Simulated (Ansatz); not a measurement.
# C8H16N2OTi: the cost of one run

Computed with Ansatz 0.2.0, Gaussian basis. Level: one geometry, several basis sets.

Levels to be run: PBE0-D4/def2-SVP; ωB97M-V/def2-SVP; PBE0-D4/def2-QZVPP; ωB97M-V/def2-QZVPP; the functionals' def2-TZVPP values are taken from earlier runs.

## (1) The geometry

An earlier PBE0-D4 in a triple-zeta def2 set relaxation fixed the geometry.

28 atoms, charge 0, spin multiplicity 1.

Atoms are counted from 1 here; the program's logs count them from 0.

Bond lengths: C1–O2 1.394 Å, C1–H13 1.099 Å, C1–H14 1.096 Å, C1–H15 1.097 Å, O2–Ti3 1.825 Å, Ti3–N4 1.904 Å, Ti3–N5 1.907 Å, Ti3–C8 2.361 Å, Ti3–C9 2.365 Å, Ti3–C10 2.405 Å, Ti3–C11 2.427 Å, Ti3–C12 2.416 Å, N4–H16 1.007 Å, N4–H17 1.012 Å, N5–C6 1.440 Å, N5–C7 1.440 Å, C6–H18 1.091 Å, C6–H19 1.102 Å and more. Angles: O2–C1–H13 111.6°, O2–C1–H14 109.9°, O2–C1–H15 111.1°, H13–C1–H14 108.2°, H13–C1–H15 107.9°, H14–C1–H15 108.1°, C1–O2–Ti3 130.1°, O2–Ti3–N4 109.8°, O2–Ti3–N5 98.9°, O2–Ti3–C8 93.3°, O2–Ti3–C9 127.0°, O2–Ti3–C10 142.9°, O2–Ti3–C11 112.7°, O2–Ti3–C12 86.4°, N4–Ti3–N5 99.7°, N4–Ti3–C8 141.4°, N4–Ti3–C9 119.5°, N4–Ti3–C10 87.7° and more.

## (2) PBE0-D4 in def2-SVP

File in.yaml:

```yaml
crystal:
  periodic: [false, false, false]
  atoms:
    - {symbol: C, position_ang: [-1.286389, -0.663294, -2.648555]}
    - {symbol: O, position_ang: [-0.173128, -0.722677, -1.812321]}
    - {symbol: Ti, position_ang: [-0.046314, -0.493430, -0.006011]}
    - {symbol: N, position_ang: [-1.542809, -1.297408, 0.854415]}
    - {symbol: N, position_ang: [-0.563796, 1.338982, 0.097285]}
    - {symbol: C, position_ang: [-0.989569, 1.949660, 1.329579]}
    - {symbol: C, position_ang: [-0.178585, 2.320489, -0.884010]}
    - {symbol: C, position_ang: [2.313673, -0.540504, -0.027409]}
    - {symbol: C, position_ang: [1.915338, -0.052801, 1.239805]}
    - {symbol: C, position_ang: [1.263656, -1.099294, 1.917378]}
    - {symbol: C, position_ang: [1.260193, -2.232405, 1.070939]}
    - {symbol: C, position_ang: [1.921757, -1.890172, -0.120789]}
    - {symbol: H, position_ang: [-1.885855, 0.238342, -2.460974]}
    - {symbol: H, position_ang: [-0.965479, -0.648280, -3.696680]}
    - {symbol: H, position_ang: [-1.935450, -1.535743, -2.503966]}
    - {symbol: H, position_ang: [-1.600089, -2.087066, 1.477192]}
    - {symbol: H, position_ang: [-2.473491, -0.971793, 0.625860]}
    - {symbol: H, position_ang: [-1.309195, 1.189773, 2.044331]}
    - {symbol: H, position_ang: [-0.187284, 2.544571, 1.795767]}
    - {symbol: H, position_ang: [-1.834633, 2.632651, 1.156242]}
    - {symbol: H, position_ang: [0.112018, 1.838319, -1.818407]}
    - {symbol: H, position_ang: [-1.008135, 3.011214, -1.095488]}
    - {symbol: H, position_ang: [0.669155, 2.935162, -0.540578]}
    - {symbol: H, position_ang: [2.802687, 0.031679, -0.802391]}
    - {symbol: H, position_ang: [2.065322, 0.950373, 1.610206]}
    - {symbol: H, position_ang: [0.808949, -1.036315, 2.894688]}
    - {symbol: H, position_ang: [0.810551, -3.188945, 1.292585]}
    - {symbol: H, position_ang: [2.036881, -2.521099, -0.988696]}
basis:
  gaussian: {orbitals: def2-SVP}
hamiltonian: {xc: pbe0, dispersion: d4}
output: {orbitals: {seedname: orbitals}}
```

On the command line:

```sh
$ ansatz run in.yaml --threads 11 --pin off --events-out ev --progress --plain --max-ram 174080MiB --backend cpu
```

What time and memory should one allow on 11 threads of AMD EPYC 7R13, shared host?

About 4.6 s, with a peak of 2 GiB.
